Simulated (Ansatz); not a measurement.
# BSiH3ClO (SMILES [SiH3]O[B]Cl) at UB2PLYP/cc-pVDZ

What is the vertical ionisation energy of BSiH3ClO at UB2PLYP/cc-pVDZ? 

The results are computed with Ansatz 0.2.0.

128 further runs of the same task are left out: 128 set aside as unsound or not needed.

## Step 1: Starting point

The species is BSiH3ClO (7 atoms), meant as a doublet with charge 0. As SMILES, `[SiH3]O[B]Cl`. The coordinates come from a PBE0-D4/def2-TZVP relaxation. This is one conformer, not always the lowest.

Bond lengths: Si1–O2 1.667 Å, O2–B3 1.324 Å, B3–Cl4 1.747 Å, Si1–H5 1.480 Å, Si1–H6 1.482 Å, Si1–H7 1.480 Å. Angles: Si1–O2–B3 133.9°, O2–B3–Cl4 123.5°, O2–Si1–H5 107.1°, O2–Si1–H6 109.9°, O2–Si1–H7 107.2°, H5–Si1–H6 110.9°, H5–Si1–H7 110.6°, H6–Si1–H7 110.9°.

## Step 2: A single-point energy at UB2PLYP/cc-pVDZ

The input, input.yaml:

```yaml
crystal:
  periodic: [false, false, false]
  atoms:
    - symbol: Si
      position_ang: [-0.573000, 0.775400, 0.374800]
    - symbol: O
      position_ang: [0.044900, -0.648400, -0.233600]
    - symbol: B
      position_ang: [1.256200, -1.042100, -0.596600]
    - symbol: Cl
      position_ang: [1.605000, -2.636800, -1.219100]
    - symbol: H
      position_ang: [-1.201300, 0.456800, 1.676100]
    - symbol: H
      position_ang: [0.515600, 1.766600, 0.541200]
    - symbol: H
      position_ang: [-1.586300, 1.260400, -0.588400]
basis:
  gaussian:
    orbitals: cc-pVDZ
magnetization:
  spin_polarized: true
  initial_magnetization: 1
hamiltonian:
  xc: {name: B2PLYP}
correlation:
  frozen_orbitals: {B: 1, Cl: 5, H: 0, O: 1, Si: 5}
accuracy: high
output: {orbitals: {seedname: orbitals}}
```

Started as:

```console
$ ansatz run input.yaml --threads 1 --pin off --max-ram 3480MiB --events-out events.jsonl --progress --plain --runs-dir runs
```

What it wrote:

```text
Warning: RAYON_NUM_THREADS=1 ignored (pool sized by the plan → 1); use --threads N
Functional definition: B2PLYP
  name "B2PLYP"
  parameter a = 0.53
  parameter c = 0.27
  exchange = (1 - a)*b88_x + a*exact_x
  correlation = (1 - c)*lyp_c + c*(mp2_os + mp2_ss)
1786 factors; integrals over basis functions are off by at most 6.3e-9 eV
mean field evaluation 1: about -23156.6498 eV, gradient 2.6e1 eV
mean field evaluation 2: about -23156.6964 eV, gradient 2.6e1 eV
mean field evaluation 4: about -23159.3016 eV, gradient 2.2e0 eV
mean field evaluation 8: about -23159.3505 eV, gradient 2.5e-1 eV
mean field evaluation 16: about -23159.3518 eV, gradient 3.5e-4 eV
mean field -23159.35180742 eV, -851.0904809501 hartree, gradient 6.4e-8 eV, S^2 0.752914; 0 other end points of the search recorded, 0 dependent functions left out
12 core orbitals not correlated: weight in the atoms' cores, before any rotation towards them, 1.000 or more for the frozen orbitals, at most 0.000 for the correlated occupied ones
reference -23159.35183355 eV, -851.0904819106 hartree; 12, 11 occupied and 55, 56 virtual orbitals, 1786 factors
second order -15.94014116 eV of doubles, -0.00000000 eV of singles
Total energy: -23163.65567167 eV, -851.2486450440 hartree
```

Wall time 12 s (1 thread of Arm Neoverse V2, shared host); peak memory 0.37 GiB.

## Step 3: The singlet cation at the same level

The input, run.yaml:

```yaml
crystal:
  periodic: [false, false, false]
  atoms:
    - {symbol: Si, position_ang: [-0.573000, 0.775400, 0.374800]}
    - {symbol: O, position_ang: [0.044900, -0.648400, -0.233600]}
    - {symbol: B, position_ang: [1.256200, -1.042100, -0.596600]}
    - {symbol: Cl, position_ang: [1.605000, -2.636800, -1.219100]}
    - {symbol: H, position_ang: [-1.201300, 0.456800, 1.676100]}
    - {symbol: H, position_ang: [0.515600, 1.766600, 0.541200]}
    - {symbol: H, position_ang: [-1.586300, 1.260400, -0.588400]}
basis:
  gaussian: {orbitals: cc-pVDZ}
total_charge: 1
hamiltonian: {xc: {name: B2PLYP}}
correlation: {frozen_orbitals: {B: 1, Cl: 5, H: 0, O: 1, Si: 5}}
accuracy: high
output: {orbitals: {seedname: orbitals}}
```

Started as:

```console
$ ansatz run run.yaml --threads 1 --pin off --max-ram 3480MiB --events-out events.jsonl --progress --plain --runs-dir runs
```

What it wrote (excerpt; [...] marks lines left out):

```text
Warning: RAYON_NUM_THREADS=1 ignored (pool sized by the plan → 1); use --threads N
[... 2 set-up lines as earlier in the session ...]
[...]
1786 factors; integrals over basis functions are off by at most 6.3e-9 eV
[...]
mean field -23151.11852160 eV, -850.7879132772 hartree, gradient 3.3e-8 eV, S^2 0.000000; 0 other end points of the search recorded, 0 dependent functions left out
12 core orbitals not correlated: weight in the atoms' cores, before any rotation towards them, 1.000 or more for the frozen orbitals, at most 0.000 for the correlated occupied ones
reference -23151.11854812 eV, -850.7879142517 hartree; 11, 11 occupied and 56, 56 virtual orbitals, 1786 factors
second order -16.59702464 eV of doubles, -0.00000000 eV of singles
Total energy: -23155.59974478 eV, -850.9525951913 hartree
```

Run time: 9.6 s. Hardware: 1 thread of Arm Neoverse V2, shared host; peak memory 0.25 GiB.

## Step 4: Summary of results

At UB2PLYP/cc-pVDZ, 12 core orbitals frozen:

| quantity | value |
| --- | --- |
| doublet BSiH3ClO: total energy | -851.24865 Eh |
| doublet BSiH3ClO: HOMO energy (SCF part's orbitals) (highest over α and β) | -7.09 eV |
| doublet BSiH3ClO: LUMO energy (SCF part's orbitals) (lowest over α and β) | -0.06 eV |
| doublet BSiH3ClO: ⟨S²⟩ | 0.753 |
| singlet cation: total energy | -850.95260 Eh |
| singlet cation: HOMO energy (SCF part's orbitals) | -15.62 eV |
| singlet cation: LUMO energy (SCF part's orbitals) | -9.18 eV |
| singlet cation: HOMO–LUMO gap (SCF part's orbitals) | 6.45 eV |
| vertical ionisation energy (to the singlet cation) | 8.056 eV |

**Reading.** Removing an electron at fixed nuclei costs 8.06 eV (186 kcal/mol). Only the singlet of the ionised species was computed; a triplet could lie lower.
